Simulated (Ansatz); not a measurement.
# CH5O3Ta: a ladder of functionals and wavefunction methods

The task here is to estimate one member of a computed series from the others.

Method: functionals in def2-TZVPP, the program's frozen cores in correlated methods; program: Ansatz 0.2.0, Gaussian basis.

Levels to be run: LDA (SPW92), PBE-D4, revPBE-D4, BLYP-D4, r2SCAN-D4, B97M-V, PBE0-D4, B3LYP-D4, r2SCANh-D4, r2SCAN0-D4, HSE06-D4, BHLYP-D4, CAM-B3LYP-D4, LC-ωPBE, ωB97X-V, ωB97M-V, B2PLYP, PBE-QIDH; CCSD(T)/def2-SVP; CCSD(T)/def2-TZVPP; MP2/def2-QZVPP; extrapolation to the limit; RPA on PBE.

2 further runs of the same task are left out: 2 for a known fault of the program.

## The geometry

The geometry comes from an earlier relaxation with PBE0-D4 in a triple-zeta def2 set; it is a stationary point, not always the lowest conformer. Ta takes the def2 core potential; no spin-orbit term is included.

SMILES `[CH3][Ta](=[O])([OH])[OH]`, 10 atoms, charge 0, spin multiplicity 1.

Atoms are counted from 1 here; the program's logs count them from 0.

Bond lengths: C1–Ta2 2.163 Å, C1–H6 1.094 Å, C1–H7 1.094 Å, C1–H8 1.095 Å, Ta2–O3 1.720 Å, Ta2–O4 1.905 Å, Ta2–O5 1.905 Å, O4–H9 0.957 Å, O5–H10 0.957 Å. Angles: Ta2–C1–H6 110.6°, Ta2–C1–H7 110.6°, Ta2–C1–H8 111.2°, H6–C1–H7 107.5°, H6–C1–H8 108.4°, H7–C1–H8 108.4°, C1–Ta2–O3 104.6°, C1–Ta2–O4 107.8°, C1–Ta2–O5 107.8°, O3–Ta2–O4 111.1°, O3–Ta2–O5 111.1°, O4–Ta2–O5 113.9°, Ta2–O4–H9 131.1°, Ta2–O5–H10 131.1°.

As a file:

```
C    -0.3100   -1.3607   -0.6932
Ta    0.2421    0.4531    0.3471
O     1.5465   -0.0111    1.3680
O    -1.2623    1.0186    1.3701
O     0.8087    1.7222   -0.9559
H    -0.6062   -2.1380    0.0178
H     0.5363   -1.7475   -1.2690
H    -1.1440   -1.1846   -1.3803
H    -1.3932    1.0790    2.3164
H     1.6651    2.1179   -1.1181
```

Set-up of the first run:

The input, in.yaml:

```yaml
crystal:
  periodic: [false, false, false]
  atoms:
    - {symbol: C, position_ang: [-0.309989, -1.360707, -0.693157]}
    - {symbol: Ta, position_ang: [0.242124, 0.453081, 0.347132]}
    - {symbol: O, position_ang: [1.546543, -0.011114, 1.368034]}
    - {symbol: O, position_ang: [-1.262259, 1.018620, 1.370094]}
    - {symbol: O, position_ang: [0.808713, 1.722184, -0.955873]}
    - {symbol: H, position_ang: [-0.606178, -2.137978, 0.017822]}
    - {symbol: H, position_ang: [0.536290, -1.747544, -1.268986]}
    - {symbol: H, position_ang: [-1.144030, -1.184629, -1.380266]}
    - {symbol: H, position_ang: [-1.393209, 1.079032, 2.316377]}
    - {symbol: H, position_ang: [1.665096, 2.117854, -1.118076]}
basis:
  gaussian: {orbitals: def2-TZVPP}
hamiltonian: {xc: lda}
output: {orbitals: {seedname: orbitals}}
```

Command:

```bash
$ ansatz run in.yaml --threads 4 --pin off --events-out ev --progress --plain --max-ram 10444MiB
```

Among the steps run: LDA; PBE-D4 (GGA); revPBE-D4 (GGA); BLYP-D4 (GGA); r2SCAN-D4 (meta-GGA); B97M-V (meta-GGA); B3LYP-D4 (hybrid); r2SCANh-D4 (hybrid); r2SCAN0-D4 (hybrid); HSE06-D4 (hybrid); BHLYP-D4 (hybrid); CAM-B3LYP-D4 (range-separated); LC-ωPBE (range-separated); ωB97X-V (range-separated); ωB97M-V (range-separated); B2PLYP (double hybrid); PBE-QIDH (double hybrid).

One of the session's tables, all rows but one given; the rest of the session is left out.

It belongs to the step «Orbital energies across the functionals». 

```
  functional  HOMO (eV)  gap (eV)
 LDA (SPW92)      -7.10      5.28
      PBE-D4      -6.91      5.36
   revPBE-D4      -6.84      5.39
     BLYP-D4      -6.79      5.33
   r2SCAN-D4      -7.21      5.87
      B97M-V      -7.27      5.97
     PBE0-D4      -8.32      7.67
    B3LYP-D4      -8.08      7.16
  r2SCANh-D4      -7.73      6.72
  r2SCAN0-D4      -8.52      8.00
    HSE06-D4      -7.91      6.88
    BHLYP-D4      -9.62      9.95
CAM-B3LYP-D4          ?         ?
     LC-ωPBE     -11.16     12.85
     ωB97X-V     -10.77     12.27
     ωB97M-V     -10.65     11.67
```

Q: Estimate the row for CAM-B3LYP-D4 from the others.

The run gave: HOMO (eV): -9.75; gap (eV): 10.22. In the column «HOMO (eV)» it lies between ωB97M-V (-10.65) and BHLYP-D4 (-9.62).
